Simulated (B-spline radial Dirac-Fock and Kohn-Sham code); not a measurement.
**An X-ray data sheet for Cd³⁰⁺, step by step**

What does theory give for Cd³⁰⁺? The session works out its X-ray form factor and Compton profile and the binding energy of each subshell.

The numbers are computed with B-spline radial Dirac-Fock and Kohn-Sham code (version 2): a free atom or ion on a radial basis; each step names its model.

## 1. The atom as given

The Cd³⁰⁺ ion, configuration [Ne] 3s2 3p6.

* nuclear charge: 48
* electrons: 18
* mass number: 114
* nuclear rms radius: 4.6087 fm

## 2. Scattering by the electron cloud

Model: Dirac-Fock average of configuration, finite nucleus; form factor of the spherical density, Waller-Hartree incoherent function, impulse-approximation Compton profiles.

The run's settings:

```ini
task = scatter
Z = 48
charge = 30
configuration = 1s2 2s2 2p6 3s2 3p6
mass_number = 114
rms_radius = 4.6087  # fm
s = [0.0, 0.1, 0.12, 0.15, 0.18, 0.22, 0.27, 0.33, 0.4, 0.49, 0.6, 0.73, 0.9, 1.1, 1.35, 1.65, 2.02, 2.47, 3.02, 3.7, 4.53, 5.55, 6.8]  # 1/A
pz = [0, 0.1, 0.14, 0.21, 0.3, 0.44, 0.63, 0.91, 1.3, 1.9, 2.7, 4.0, 5.7, 8.3, 12.0, 17.0, 25.0, 36.0, 52.0, 75.0, 110.0]  # a.u.
photon_energy = [1000, 2000, 8047.8, 10000, 17479.3, 20000, 30000, 1000000]  # eV
```

From the run's result record (rounded, not every field):

```text
status: converged
form_factor [e]: [18.0, 17.921, 17.887, 17.823, 17.746, 17.623, 17.437, 17.17, 16.802, 16.25, 15.479, 14.474, 13.09, 11.495, 9.7317, 8.0982, 6.7653, 5.78, 4.9112, 3.9131, 2.8476, 1.9717, 1.4339]
incoherent: [3.7446e-12, 0.086989, 0.12495, 0.19435, 0.27831, 0.41205, 0.61226, 0.89677, 1.2819, 1.8447, 2.6044, 3.5526, 4.7901, 6.1462, 7.6158, 9.0507, 10.421, 11.676, 12.857, 14.003, 15.022, 15.83, 16.439]
compton_total [1/a.u.]: [1.0488, 1.0486, 1.0484, 1.0479, 1.0469, 1.0447, 1.0404, 1.0314, 1.0134, 0.97399, 0.90161, 0.75117, 0.54734, 0.33399, 0.20544, 0.12062, 0.050712, 0.018268, 0.0055775, 0.0014, 0.00027138]
shells: ["1s1/2", "2s1/2", "2p1/2", "2p3/2", "3s1/2", "3p1/2", "3p3/2"]
occupation: [2.0, 2.0, 2.0, 4.0, 2.0, 2.0, 4.0]
mean_momentum [a.u.]: [43.647, 15.591, 20.806, 19.899, 8.4818, 10.035, 9.7895]
r2 [bohr^2]: 1.0742
r_inverse [1/bohr]: 228.11
r1 [bohr]: 3.5553
coherent [b]: [214.92, 213.1, 181.48, 166.97, 114.61, 100.93, 65.413, 0.16465]
incoherent_cross_section [b]: [0.018778, 0.074132, 1.0063, 1.4278, 2.991, 3.4347, 4.7559, 3.7593]
```

Form factor and incoherent function, every second point:

```tsv
s (1/Å)	f (e)	f / N	S(s)
0	18.00	1.000	0
0.120	17.89	0.994	0.1250
0.180	17.75	0.986	0.2783
0.270	17.44	0.969	0.6123
0.400	16.80	0.933	1.282
0.600	15.48	0.860	2.604
0.900	13.09	0.727	4.790
1.35	9.732	0.541	7.616
2.02	6.765	0.376	10.42
3.02	4.911	0.273	12.86
4.53	2.848	0.158	15.02
6.80	1.434	0.080	16.44
```

## 3. Binding energies

Model: Dirac-Fock average of configuration, Delta-SCF, finite nucleus, first-order Breit with its frequency dependence, self-energy and vacuum polarisation.

Recorded inputs:

```ini
task = binding
```

From the run's result record (rounded, not every field):

```text
status: converged
shells: ["K", "L1", "L2", "L3", "M1", "M2", "M3"]
total_energy_parts [Ha]: [-4952.9651, 3.99761627, -0.386374591, -0.0351037201, 2.89921265, -0.358800725]
koopmans [eV]: [28363.0, 5536.31, 5252.7, 5056.17, 2014.16, 1900.71, 1855.49]
dirac_coulomb [eV]: [28331.9, 5528.8, 5243.17, 5047.27, 2013.21, 1899.6, 1854.46]
gaunt [eV]: [-62.1292, -5.8907, -9.76976, -7.01336, -1.25284, -2.15922, -1.5274]
retardation [eV]: [4.61448, 0.383676, 1.00545, 1.00835, 0.11733, 0.281651, 0.284167]
breit_frequency [eV]: [0.437964, -0.0387903, -0.0056369, 0.179095, -0.011436, -0.00750198, 0.039775]
self_energy [eV]: [-32.3307, -3.98529, 0.301315, -0.0708725, -0.968801, 0.0556795, -0.0273041]
vacuum_polarisation [eV]: [4.13384, 0.471734, -0.0163398, -0.0277544, 0.110609, -0.00378431, -0.00689049]
binding [eV]: [28246.6, 5519.74, 5234.69, 5041.34, 2011.2, 1897.77, 1853.22]
mean_radius [bohr]: [0.0303932, 0.129638, 0.109935, 0.114856, 0.32506, 0.312393, 0.320268]
```

total_energy_parts: Dirac-Coulomb, Gaunt, retardation, frequency dependence, self-energy, vacuum polarisation. 

The binding energies by parts, in eV; the parts add up.

```tsv
level	-ε	relaxation	Breit	QED	binding
K (1s)	28363.0	-31.06	-57.08	-28.20	28246.6
L1 (2s)	5536.3	-7.51	-5.55	-3.51	5519.7
L2 (2p1/2)	5252.7	-9.53	-8.77	0.28	5234.7
L3 (2p3/2)	5056.2	-8.91	-5.83	-0.10	5041.3
M1 (3s)	2014.2	-0.95	-1.15	-0.86	2011.2
M2 (3p1/2)	1900.7	-1.11	-1.89	0.05	1897.8
M3 (3p3/2)	1855.5	-1.03	-1.20	-0.03	1853.2
```

X-ray lines as differences of these levels:

```tsv
line	energy (eV)
Kβ1 (K-M3)	26393.4
Kβ3 (K-M2)	26348.9
Kα1 (K-L3)	23205.3
Kα2 (K-L2)	23011.9
Lβ3 (L1-M3)	3666.5
Lβ4 (L1-M2)	3622.0
Lη (L2-M1)	3223.5
Lℓ (L3-M1)	3030.1
```

## 4. Results

```
                                quantity         value
        rms radius of the electron cloud    0.244 bohr
                   form factor halves at       1.5 1/Å
                 Compton profile at zero  1.049 1/a.u.
            deepest level listed, K (1s)    28246.6 eV
                 least bound, M3 (3p3/2)     1853.2 eV
                                     Kα1    23205.3 eV
ionisation energy, NIST (semi-empirical)    1852.00 eV
```

**Reading.** The form factor starts at the 18 electrons and halves by s = 1.5 1/Å. Incoherent scattering outweighs coherent from 1000 keV on, among the energies asked. The K (1s) level lies 31.1 eV under Koopmans' value by relaxation alone; Breit gives -57.08 and QED -28.20 eV. NIST's ionisation energy differs by -1.22 eV from the least binding energy, within its stated uncertainty. The Hartree-Fock and Dirac-Fock values hold no electron correlation.
